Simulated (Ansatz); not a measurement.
# BH₉OSi₂: up Jacob's ladder to CCSD(T)

The task here is to estimate one member of a computed series from the others.

The runs use Ansatz 0.2.0, Gaussian basis; functionals in def2-TZVPP, the program's frozen cores in correlated methods.

The runs, in order: LDA (SPW92), PBE-D4, revPBE-D4, BLYP-D4, r2SCAN-D4, B97M-V, PBE0-D4, B3LYP-D4, r2SCANh-D4, r2SCAN0-D4, HSE06-D4, BHLYP-D4, CAM-B3LYP-D4, LC-ωPBE, ωB97X-V, ωB97M-V, B2PLYP, PBE-QIDH; CCSD(T)/def2-SVP; CCSD(T)/def2-TZVPP; MP2/def2-QZVPP; extrapolation to the limit; RPA on PBE.

## The relaxed structure

The geometry comes from an earlier relaxation with PBE0-D4 in a triple-zeta def2 set; it is a stationary point, not always the lowest conformer.

SMILES `[BH3-][O+]([SiH3])[SiH3]`, 13 atoms, charge 0, spin multiplicity 1.

Atoms are counted from 1 here; the program's logs count them from 0.

Bond lengths: B1–O2 1.668 Å, B1–H5 1.212 Å, B1–H6 1.212 Å, B1–H7 1.204 Å, O2–Si3 1.686 Å, O2–Si4 1.686 Å, Si3–H8 1.484 Å, Si3–H9 1.477 Å, Si3–H10 1.475 Å, Si4–H11 1.477 Å, Si4–H12 1.484 Å, Si4–H13 1.475 Å. Angles: O2–B1–H5 102.9°, O2–B1–H6 102.9°, O2–B1–H7 104.7°, H5–B1–H6 113.7°, H5–B1–H7 115.2°, H6–B1–H7 115.2°, B1–O2–Si3 110.8°, B1–O2–Si4 110.7°, Si3–O2–Si4 136.0°, O2–Si3–H8 105.2°, O2–Si3–H9 109.2°, O2–Si3–H10 107.7°, H8–Si3–H9 110.4°, H8–Si3–H10 111.3°, H9–Si3–H10 112.7°, O2–Si4–H11 109.2°, O2–Si4–H12 105.2°, O2–Si4–H13 107.7° and more.

Set-up of the first run:

in.yaml

```yaml
crystal:
  periodic: [false, false, false]
  atoms:
    - {symbol: B, position_ang: [0.074874, 1.365135, -0.721342]}
    - {symbol: O, position_ang: [0.146299, -0.140240, -0.007308]}
    - {symbol: Si, position_ang: [0.660040, -0.018140, 1.594066]}
    - {symbol: Si, position_ang: [-0.694113, -1.275726, -0.927962]}
    - {symbol: H, position_ang: [-0.919512, 1.289778, -1.410696]}
    - {symbol: H, position_ang: [-0.044604, 2.109582, 0.227850]}
    - {symbol: H, position_ang: [1.111076, 1.465898, -1.325348]}
    - {symbol: H, position_ang: [0.857278, -1.417078, 2.048238]}
    - {symbol: H, position_ang: [-0.393438, 0.639441, 2.394111]}
    - {symbol: H, position_ang: [1.930042, 0.731417, 1.600673]}
    - {symbol: H, position_ang: [-2.140409, -0.982892, -0.860121]}
    - {symbol: H, position_ang: [-0.401372, -2.585122, -0.293850]}
    - {symbol: H, position_ang: [-0.165860, -1.216852, -2.303511]}
basis:
  gaussian: {orbitals: def2-TZVPP}
hamiltonian: {xc: lda}
output: {orbitals: {seedname: orbitals}}
```

Among the steps run: LDA; PBE-D4 (GGA); revPBE-D4 (GGA); BLYP-D4 (GGA); r2SCAN-D4 (meta-GGA); B97M-V (meta-GGA); PBE0-D4 (hybrid); B3LYP-D4 (hybrid); r2SCANh-D4 (hybrid); r2SCAN0-D4 (hybrid); HSE06-D4 (hybrid); BHLYP-D4 (hybrid); CAM-B3LYP-D4 (range-separated); LC-ωPBE-D4 (range-separated; the results give it without D4); ωB97X-V (range-separated); ωB97M-V (range-separated); B2PLYP (double hybrid); PBE-QIDH (double hybrid).

One table of the session follows, with a row left open; its other results are not shown here.

It belongs to the step «Orbital energies across the functionals». 

```
  functional  HOMO (eV)  gap (eV)
 LDA (SPW92)      -6.90      4.85
      PBE-D4      -6.85      5.08
   revPBE-D4      -6.81      5.17
     BLYP-D4      -6.78      5.20
   r2SCAN-D4      -7.18      5.78
      B97M-V      -7.33      5.69
     PBE0-D4      -8.23      7.38
    B3LYP-D4      -8.04      7.01
  r2SCANh-D4      -7.69      6.60
  r2SCAN0-D4      -8.46      7.82
    HSE06-D4          ?         ?
    BHLYP-D4      -9.60      9.71
CAM-B3LYP-D4      -9.71      9.91
     LC-ωPBE     -11.11     12.47
     ωB97X-V     -10.76     11.98
     ωB97M-V     -10.62     11.53
```

**Question.** Estimate the row for HSE06-D4.

The run gave: HOMO (eV): -7.83; gap (eV): 6.59. In the column «HOMO (eV)» it lies between B3LYP-D4 (-8.04) and r2SCANh-D4 (-7.69).
